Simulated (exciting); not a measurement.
# AlAg3 (Cmmm) in exciting: reference runs

How does AlAg3 come out in PBEsol? The cell is run as given.

All numbers are computed with exciting (release sodium); they aren't measurements. Logs are shortened: lines on timing, memory, paths and dates and some standing lists are left out, and cuts for length are marked.

**1. The crystal as given**

Symmetry: Cmmm, No. 65, orthorhombic system. Conventional cell: a = 3.354 Å, b = 4.645 Å, c = 8.982 Å, α = 90.00°, β = 90.00°, γ = 90.00°. Ag (site symmetry mm2) is surrounded by 2 Al at 2.70 Å and 6 Ag at 2.86 to 2.90 Å. Around Ag (site symmetry mmm) lie 8 Ag at 2.86 to 2.90 Å. Al (site symmetry mmm) is surrounded by 4 Ag at 2.70 Å and 4 Al at 2.86 Å.

The cell comes from a database or a generator and needn't be the stable form of this composition.

**2. Single point, PBEsol**

input.xml

```xml
<input>
  <title>AlAg3</title>
  <structure speciespath="./" tshift="false">
    <crystal scale="1">
      <basevect>3.168651191798 -4.389280097751 0.000000000000</basevect>
      <basevect>3.168651191798 4.389280097751 0.000000000000</basevect>
      <basevect>0.000000000000 0.000000000000 16.974136102105</basevect>
    </crystal>
    <species speciesfile="Ag.xml" rmt="2.3">
      <atom coord="0.500000000000 0.500000000000 0.236261000000"/>
      <atom coord="0.000000000000 0.000000000000 0.500000000000"/>
      <atom coord="0.500000000000 0.500000000000 0.763739000000"/>
    </species>
    <species speciesfile="Al.xml" rmt="2">
      <atom coord="0.000000000000 0.000000000000 0.000000000000"/>
    </species>
  </structure>
  <groundstate do="fromscratch" ngridk="10 10 3" rgkmax="7.8" gmaxvr="14" lmaxapw="10" lmaxmat="10" lmaxvr="8" xctype="GGA_PBE_SOL" stype="Fermi Dirac" swidth="0.00183747" nempty="26" ValenceRelativity="iora*" epsengy="1e-05" epspot="1e-05" maxscl="60" tforce="true" outputlevel="normal"/>
  <properties>
    <chargedensityplot>
      <plot3d>
        <box grid="15 15 45">
          <origin coord="0 0 0"/>
          <point coord="1 0 0"/>
          <point coord="0 1 0"/>
          <point coord="0 0 1"/>
        </box>
      </plot3d>
    </chargedensityplot>
    <elfplot>
      <plot3d>
        <box grid="15 15 45">
          <origin coord="0 0 0"/>
          <point coord="1 0 0"/>
          <point coord="0 1 0"/>
          <point coord="0 0 1"/>
        </box>
      </plot3d>
    </elfplot>
    <exccplot>
      <plot3d>
        <box grid="15 15 45">
          <origin coord="0 0 0"/>
          <point coord="1 0 0"/>
          <point coord="0 1 0"/>
          <point coord="0 0 1"/>
        </box>
      </plot3d>
    </exccplot>
  </properties>
</input>
```

Potentials or basis: all-electron LAPW+lo, shipped species files, valence relativity iora*.

Run with:

```bash
> OMP_NUM_THREADS=1 exciting_smp
```

INFO.OUT:

```text
================================================================================
EXCITING SODIUM started
[... 10 lines left out ...]

 Lattice vectors (cartesian) :
      3.1686511918     -4.3892800978      0.0000000000
      3.1686511918      4.3892800978      0.0000000000
      0.0000000000      0.0000000000     16.9741361021

 Reciprocal lattice vectors (cartesian) :
      0.9914605501     -0.7157421225      0.0000000000
      0.9914605501      0.7157421225     -0.0000000000
     -0.0000000000      0.0000000000      0.3701623028

 Unit cell volume                           :     472.1558836046
 Brillouin zone volume                      :       0.5253566080

 Species :    1 (Ag)
     parameters loaded from                 :    Ag.xml
     name                                   :    silver
     nuclear charge                         :     -47.00000000
     electronic charge                      :      47.00000000
     atomic mass                            :  196631.69970000
     muffin-tin radius                      :       2.30000000
     # of radial points in muffin-tin       :     400

     atomic positions (lattice) :
       1 :   0.50000000  0.50000000  0.23626100
       2 :   0.00000000  0.00000000  0.50000000
       3 :   0.50000000  0.50000000  0.76373900

 Species :    2 (Al)
     parameters loaded from                 :    Al.xml
     name                                   :    aluminium
     nuclear charge                         :     -13.00000000
     electronic charge                      :      13.00000000
     atomic mass                            :   49184.33493000
     muffin-tin radius                      :       2.00000000
     # of radial points in muffin-tin       :     300

     atomic positions (lattice) :
       1 :   0.00000000  0.00000000  0.00000000

 Total number of atoms per unit cell        :       4

 Spin treatment                             :    spin-unpolarised

 Number of Bravais lattice symmetries       :       8
 Number of crystal symmetries               :       8

 k-point grid                               :      10   10    3
 Total number of k-points                   :      62
 k-point set is reduced with crystal symmetries

 R^MT_min * |G+k|_max (rgkmax)              :       7.80000000
 Species with R^MT_min                      :       2 (Al)
 Maximum |G+k| for APW functions            :       3.90000000
 Maximum |G| for potential and density      :      14.00000000

 G-vector grid sizes                        :      25    25    80
 Total number of G-vectors                  :   21855

 Maximum angular momentum used for
     APW functions                          :      10
     computing H and O matrix elements      :      10
     potential and density                  :       8
     inner part of muffin-tin               :       2

 Total nuclear charge                       :    -154.00000000
 Total electronic charge                    :     154.00000000
 Total core charge                          :      88.00000000
 Total valence charge                       :      66.00000000

 Number of empty states                     :      26
 Total number of valence states             :      60

 Maximum Hamiltonian size                   :     537
 Maximum number of plane-waves              :     491
 Total number of local-orbitals             :      46

 Exchange-correlation type                  :      22
     PBEsol, Phys. Rev. Lett. 100, 136406 (2008)
     Generalised gradient approximation (GGA)

 Smearing scheme                            :    Fermi-Dirac
 Smearing width                             :       0.00183747

 Using multisecant Broyden potential mixing
[... 6 lines left out ...]
* Groundstate module started                                                   *
********************************************************************************
 Output level for this task is set to normal

++++++++++++++++++++++++++++++++++++++++++++++++++++++++++++++++++++++++++++++++
[... 5 lines left out ...]
+ SCF iteration number :    1                                                  +
++++++++++++++++++++++++++++++++++++++++++++++++++++++++++++++++++++++++++++++++
 Total energy                               :    -16144.14327487
 _______________________________________________________________
 Fermi energy                               :         0.30324993
 Kinetic energy                             :     16950.93339497
 Coulomb energy                             :    -32637.21475826
 Exchange energy                            :      -448.74283399
 Correlation energy                         :        -9.11907759

 DOS at Fermi energy (states/Ha/cell)       :        48.52587744

 Electron charges :
     core                                   :        88.00000000
     core leakage                           :         0.00137994
     valence                                :        66.00000000
     interstitial                           :         8.13899712
     charge in muffin-tin spheres :
                  atom     1    Ag          :        44.94778963
                  atom     2    Ag          :        45.01773419
                  atom     3    Ag          :        44.94778963
                  atom     4    Al          :        10.94768944
     total charge in muffin-tins            :       145.86100288
     total charge                           :       154.00000000

++++++++++++++++++++++++++++++++++++++++++++++++++++++++++++++++++++++++++++++++
+ SCF iteration number :    2                                                  +
++++++++++++++++++++++++++++++++++++++++++++++++++++++++++++++++++++++++++++++++
 Total energy                               :    -16190.65392815
 _______________________________________________________________
 Fermi energy                               :         0.29338846
 Kinetic energy                             :     16919.27227068
 Coulomb energy                             :    -32651.07689427
 Exchange energy                            :      -449.71702814
 Correlation energy                         :        -9.13227642

 DOS at Fermi energy (states/Ha/cell)       :        43.62750018

 Electron charges :
     core                                   :        88.00000000
     core leakage                           :         0.00138116
     valence                                :        66.00000000
     interstitial                           :         7.55541437
     charge in muffin-tin spheres :
                  atom     1    Ag          :        45.20646802
                  atom     2    Ag          :        45.30242417
                  atom     3    Ag          :        45.20646802
                  atom     4    Al          :        10.72922542
     total charge in muffin-tins            :       146.44458563
     total charge                           :       154.00000000
[... 533 lines left out ...]
++++++++++++++++++++++++++++++++++++++++++++++++++++++++++++++++++++++++++++++++
+ SCF iteration number :   20                                                  +
++++++++++++++++++++++++++++++++++++++++++++++++++++++++++++++++++++++++++++++++
 Total energy                               :    -16186.72954447
 _______________________________________________________________
 Fermi energy                               :         0.28205363
 Kinetic energy                             :     16922.96079902
 Coulomb energy                             :    -32650.79767458
 Exchange energy                            :      -449.76194274
 Correlation energy                         :        -9.13072617

 DOS at Fermi energy (states/Ha/cell)       :        44.05129898

 Electron charges :
     core                                   :        88.00000000
     core leakage                           :         0.00134613
     valence                                :        66.00000000
     interstitial                           :         7.50682236
     charge in muffin-tin spheres :
                  atom     1    Ag          :        45.22994423
                  atom     2    Ag          :        45.20438415
                  atom     3    Ag          :        45.22994423
                  atom     4    Al          :        10.82890502
     total charge in muffin-tins            :       146.49317764
     total charge                           :       154.00000000

 RMS change in effective potential (target) :  0.561377E-09  ( 0.100000E-04)
 Absolute change in total energy   (target) :  0.540240E-09  ( 0.100000E-04)
 Charge distance                   (target) :  0.936075E-10  ( 0.100000E-04)
 Abs. change in max-nonIBS-force   (target) :  0.316194E-07  ( 0.500000E-04)

++++++++++++++++++++++++++++++++++++++++++++++++++++++++++++++++++++++++++++++++
| Convergency criteria checked for the last 2 iterations                       +
| Convergence targets achieved. Performing final SCF iteration                 +
++++++++++++++++++++++++++++++++++++++++++++++++++++++++++++++++++++++++++++++++
 Total energy                               :    -16186.72954448
 _______________________________________________________________
 Fermi energy                               :         0.28205363
 Kinetic energy                             :     16922.96079902
 Coulomb energy                             :    -32650.79767459
 Exchange energy                            :      -449.76194274
 Correlation energy                         :        -9.13072617

 DOS at Fermi energy (states/Ha/cell)       :        44.05129893

 Electron charges :
     core                                   :        88.00000000
     core leakage                           :         0.00134613
     valence                                :        66.00000000
     interstitial                           :         7.50682236
     charge in muffin-tin spheres :
                  atom     1    Ag          :        45.22994424
                  atom     2    Ag          :        45.20438415
                  atom     3    Ag          :        45.22994424
                  atom     4    Al          :        10.82890502
     total charge in muffin-tins            :       146.49317764
     total charge                           :       154.00000000

++++++++++++++++++++++++++++++++++++++++++++++++++++++++++++++++++++++++++++++++
+ Self-consistent loop stopped                                                 +
++++++++++++++++++++++++++++++++++++++++++++++++++++++++++++++++++++++++++++++++
 STATE.OUT is written

--------------------------------------------------------------------------------
- Writing atomic positions and forces                                          -
--------------------------------------------------------------------------------

 Atomic positions (lattice) :
 atom     1  Ag  :     0.50000000    0.50000000    0.23626100
 atom     2  Ag  :     0.00000000    0.00000000    0.50000000
 atom     3  Ag  :     0.50000000    0.50000000    0.76373900
 atom     4  Al  :     0.00000000    0.00000000    0.00000000

 Total atomic forces including IBS (cartesian) :
 atom     1  Ag  :     0.00000000    0.00000000    0.00324613
 atom     2  Ag  :     0.00000000    0.00000000    0.00000000
 atom     3  Ag  :     0.00000000    0.00000000   -0.00324613
 atom     4  Al  :     0.00000000    0.00000000    0.00000000

 Atomic force components including IBS (cartesian) :
 atom     1  Ag  :     0.00000000    0.00000000   -0.01303552   HF force
                 :     0.00000000    0.00000000    0.02659714   core correction
                 :     0.00000000    0.00000000   -0.01031549   IBS correction
 atom     2  Ag  :     0.00000000    0.00000000    0.00000000   HF force
                 :     0.00000000    0.00000000    0.00000000   core correction
                 :     0.00000000    0.00000000    0.00000000   IBS correction
 atom     3  Ag  :     0.00000000    0.00000000    0.01303552   HF force
                 :     0.00000000    0.00000000   -0.02659714   core correction
                 :     0.00000000    0.00000000    0.01031549   IBS correction
 atom     4  Al  :     0.00000000    0.00000000    0.00000000   HF force
                 :     0.00000000    0.00000000    0.00000000   core correction
                 :     0.00000000    0.00000000    0.00000000   IBS correction

********************************************************************************
* Groundstate module stopped                                                   *
********************************************************************************

--------------------------------------------------------------------------------
- CAUTION! Warnings have been written in file WARNING.OUT !                    -
--------------------------------------------------------------------------------
================================================================================
| EXCITING SODIUM stopped                                                      =
================================================================================
```

Run time: 14 min. Hardware: 1 thread of Arm Neoverse V1, shared host; peak memory 0.2 GiB.

Results:

- Free energy: -440463.3628 eV
- Largest force: 0.167 eV/Å
- Band gap on the k mesh: none (metal or under the smearing width)
- All electrons inside the program's atomic spheres: Ag 45.23, 45.20; Al 10.83 (radii Ag 2.3, Al 2.0 bohr)

Forces on the atoms (eV/Å):
```
Ag   0.000  0.000  0.167
Ag   0.000  0.000  0.000
Ag   0.000  0.000 -0.167
Al   0.000  0.000  0.000
```

Caveat: the log's total energy holds no entropy term; the free energy is that total less TS from the occupations.
